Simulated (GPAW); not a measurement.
## CoW3 in GPAW: the effect of starting spin order

The system is CoW3.

```
CELL_PARAMETERS angstrom
7.81470 0.00000 0.00000
0.00000 3.90735 0.00000
0.00000 0.00000 3.90735
ATOMIC_POSITIONS crystal
W 0.25000 0.50000 0.00000
W 0.75000 0.50000 0.00000
W 0.25000 0.00000 0.50000
W 0.75000 0.00000 0.50000
W 0.00000 0.50000 0.50000
W 0.50000 0.50000 0.50000
Co 0.00000 0.00000 0.00000
Co 0.50000 0.00000 0.00000
```

The cell comes from a database or a generator and needn't be the stable form of this composition.

Alike in all runs:

- Program: GPAW 26.7.0
- Task: single point
- Functional: PBEsol
- Potentials or basis: PAW data sets generated in the run's folder for this functional
- Cutoff: 600 eV
- Basis: pw
- k mesh: 3 × 6 × 6
- Occupations: fermi-dirac, width 0.05 eV

```csv
starting spin order,spin,starting moments,energy over the lowest run (meV/atom),pressure (GPa),final net moment (μB),final largest site moment (μB)
nm,no spin polarisation,-,?,?,?,?
fm,"collinear spin, ferromagnetic start","[0.0, 0.0, 0.0, 0.0, 0.0, 0.0, 2.0, 2.0] μB",1.4,-10.7,0.65,0.30
afm,"collinear spin, antiferromagnetic start","[0.0, 0.0, 0.0, 0.0, 0.0, 0.0, 2.0, -2.0] μB",0.0,-10.6,0.00,0.45
```

Q: What does the run with starting spin order nm give?

A: Energy over the lowest run 1.9 meV/atom; pressure -10.7 GPa; final net moment 0.00 μB; final largest site moment 0.00 μB.
